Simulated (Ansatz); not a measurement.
# MnGa4: the cost of one run

Program: the Python package of Ansatz 0.2.0. Level of theory: DFT PBEsol, plane waves, PAW. These are calculated values, not measurements.

**1. The structure**

It takes space group Im-3m (No. 229, cubic). The conventional cell has a = 5.544 Å, b = 5.544 Å, c = 5.544 Å, α = 90.00°, β = 90.00°, γ = 90.00°. Around Mn (site symmetry m-3m) lie 8 Ga at 2.40 Å. Ga (site symmetry -3m) has 2 Mn at 2.40 Å as nearest neighbours.

mnga4.extxyz, read by the script:

```xyz
5
Lattice="-2.77186439 2.77186439 2.77186439 2.77186439 -2.77186439 2.77186439 2.77186439 2.77186439 -2.77186439" Properties=species:S:1:pos:R:3:initial_magmoms:R:1 pbc="T T T"
Mn    0.00000000    0.00000000    0.00000000  4.00
Ga    1.38593220    1.38593220   -1.38593220  0.00
Ga    1.38593220   -1.38593220    1.38593220  0.00
Ga   -1.38593220    1.38593220    1.38593220  0.00
Ga    1.38593220    1.38593220    1.38593220  0.00
```

**2. Script**

Input file ecut_mnga4.py:

```python
'''Cutoff test for MnGa4.'''

import csv
import warnings

import ansatz

FUNCTIONAL = 'pbesol'
K_SPACING = 0.32
OCCUPATIONS = 'Fermi-Dirac'

warnings.simplefilter('ignore', ansatz.DeckWarning)

structure = ansatz.Crystal.from_extxyz('mnga4.extxyz')

job = (
    structure.calculation()
    .functional(FUNCTIONAL)
    .kpoints(spacing=K_SPACING)
    .occupations(OCCUPATIONS, width=100 * ansatz.meV)
    .spin(ansatz.SpinTreatment.COLLINEAR)
)

rows = []
for value in [250, 325, 400, 475, 550]:
    data = job.basis(value).run(threads=1, backend='cpu').report
    rows.append((value, data['free_energy_ev'] / len(data['lattice']['sites']), data['n_iterations'], data['magnetization_mub'], data['n_pw']))

with open('ecut.csv', 'w', newline='') as handle:
    writer = csv.writer(handle)
    writer.writerow(['cutoff (eV)', 'F/atom (eV)', 'iterations', 'moment (muB)', 'plane waves'])
    writer.writerows([round(v, 5) if isinstance(v, float) else v for v in row] for row in rows)

# differences from the last row
for row in rows[:-1]:
    shift = 1000 * (row[1] - rows[-1][1])
    print(f'{row[0]}: {shift:+.2f} meV/atom' + ('  (within 1 meV)' if abs(shift) < 1 else ''))
```

**3. The input behind the calls**

The engine receives this input (first run):

```yaml
crystal:
  lattice:
    - [-2.77186439, 2.77186439, 2.77186439]
    - [2.77186439, -2.77186439, 2.77186439]
    - [2.77186439, 2.77186439, -2.77186439]
  atoms:
    - { symbol: Mn, position: [0.0, 0.0, 0.0], spin: 4.0 }
    - { symbol: Ga, position: [0.0, 0.0, 0.5000000018038401], spin: 0.0 }
    - { symbol: Ga, position: [0.0, 0.5000000018038401, 0.0], spin: 0.0 }
    - { symbol: Ga, position: [0.5000000018038401, 0.0, 0.0], spin: 0.0 }
    - { symbol: Ga, position: [0.5000000018038401, 0.5000000018038401, 0.5000000018038401], spin: 0.0 }
basis:
  ecutwfc: 250.0
kpoints:
  mp_grid:
    kspacing: 0.32
hamiltonian:
  xc: pbesol
magnetization:
  spin_polarized: true
scf:
  occupations:
    method: fermi_dirac
    width: 0.1
```

**4. Launch**

Run with:

```sh
python ecut_mnga4.py
```

What time and memory should one allow on 1 thread of Arm Neoverse V1, shared host?

About 60 s, with a peak of 0.54 GiB.
